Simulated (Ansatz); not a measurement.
**Sb: one crystal by all-electron and frozen-core methods**

The same cell of Sb is computed with full-potential LAPW, frozen-core PAW and datasets made for this crystal, to set the results side by side.

Program: Ansatz 0.2.0. Level of theory: DFT PBEsol, scalar-relativistic. These are calculated values, not measurements.

### Step 1. The starting structure

Symmetry: P6_3/mmc, No. 194, hexagonal system. The conventional cell has a = 3.369 Å, b = 3.369 Å, c = 5.330 Å, α = 90.00°, β = 90.00°, γ = 120.00°. Sb (site symmetry -6m2) is surrounded by 12 Sb at 3.30 to 3.37 Å.

Structure file:

```
Sb
1.0
     3.36900    0.00000    0.00000
    -1.68450    2.91764    0.00000
     0.00000    0.00000    5.33000
Sb
2
Cartesian
  0.0000 1.9451 1.3325
  1.6845 0.9725 3.9975
```

The structure is an experimental refinement, used without relaxation.

Atoms are numbered in the order of the input: Sb1, Sb2.

### Step 2. Full-potential LAPW

File input.yaml:

```yaml
crystal:
  lattice:
    - [3.3690001795, 0.0, 0.0]
    - [-1.6845000898, 2.9176397408, 0.0]
    - [0.0, 0.0, 5.33]
  atoms:
    - { symbol: Sb, position: [0.3333333333, 0.6666666667, 0.25] }
    - { symbol: Sb, position: [0.6666666667, 0.3333333333, 0.75] }
kpoints:
  mp_grid: { grid: [12, 12, 7] }
  band_path:
    path:
      - [0.0, 0.0, 0.0]
      - [0.5, 0.0, 0.0]
      - [0.3333333333, 0.3333333333, 0.0]
      - [0.0, 0.0, 0.0]
      - [0.0, 0.0, 0.5]
      - [0.5, 0.0, 0.5]
      - [0.3333333333, 0.3333333333, 0.5]
      - [0.0, 0.0, 0.5]
      - [0.5, 0.0, 0.5]
    npoints: 14
scf:
  occupations: { method: fermi_dirac, width: 0.05 }
hamiltonian:
  xc: pbesol
  pseudopotentials: { kind: all_electron, lapw: { basis_error: 0.0005 } }
output:
  forces: true
  stress: true
  eigenvalues: true
  populations: true
  dos: { projected: true, de: 0.2, e_range: [-14, 8] }
```

Command:

```bash
ansatz run input.yaml --threads 1 --pin off --max-ram 3072MiB --backend cpu --events-out ev --progress --plain --runs-dir out
```

### Step 3. Frozen-core PAW

input.yaml: that of step 2 with these lines changed.

```diff
@@ -26,3 +26,3 @@
   xc: pbesol
-  pseudopotentials: { kind: all_electron, lapw: { basis_error: 0.0005 } }
+  pseudopotentials: { kind: paw }
 output:
@@ -31,3 +31,9 @@
   eigenvalues: true
+  efg: { contact_densities: true }
   populations: true
+  bader: true
   dos: { projected: true, de: 0.2, e_range: [-14, 8] }
+  write_density: true
+  write_potential: true
+  elf: true
+  volumetric_format: npy
```

### Step 4. Datasets made for this crystal

input.yaml: that of step 3 with these lines changed.

```diff
@@ -21,3 +21,3 @@
       - [0.5, 0.0, 0.5]
-    npoints: 14
+    npoints: 8
 scf:
@@ -26,3 +26,3 @@
   xc: pbesol
-  pseudopotentials: { kind: paw }
+  pseudopotentials: { kind: all_electron, datasets: crystal }
 output:
@@ -32,8 +32 @@
   efg: { contact_densities: true }
-  populations: true
-  bader: true
-  dos: { projected: true, de: 0.2, e_range: [-14, 8] }
-  write_density: true
-  write_potential: true
-  elf: true
-  volumetric_format: npy
```

(Steps that only read results are left out.)

Q: Predict the outcome of this session. Wanted: pressure; gap; Bader charges; highest ELF.

As calculated:

| quantity | value |
| --- | --- |
| pressure | LAPW -0.14, PAW -0.15, crystal datasets -0.14 GPa |
| gap (LAPW) | none |
| Bader charges (PAW) | Sb1 +0.00 e |
| highest ELF (PAW) | 0.46, 1.28 Å from Sb |

In words: The pressure is within half a GPa of zero, so the volume is close to equilibrium at this level. Bands cross the Fermi level: the crystal is a metal at this level. Sb 5p carries the largest share, 94 %, of the projected states within 0.3 eV of the Fermi level. The projection holds only the free atom's occupied shells (Sb 5s, Sb 5p in this range). The field gradient at Sb1, the largest by crystal datasets, is 2.27 by PAW and 2.25 by crystal datasets (10²¹ V/m²), within 5 %. No spin–orbit coupling: at heavy atoms the gradients can be off by tens of per cent for that reason. PAW lies -0.01 GPa from LAPW in pressure. Spin-orbit coupling is left out, though the cell holds Sb; in elements this heavy it can shift bands and gaps by tenths of an eV.
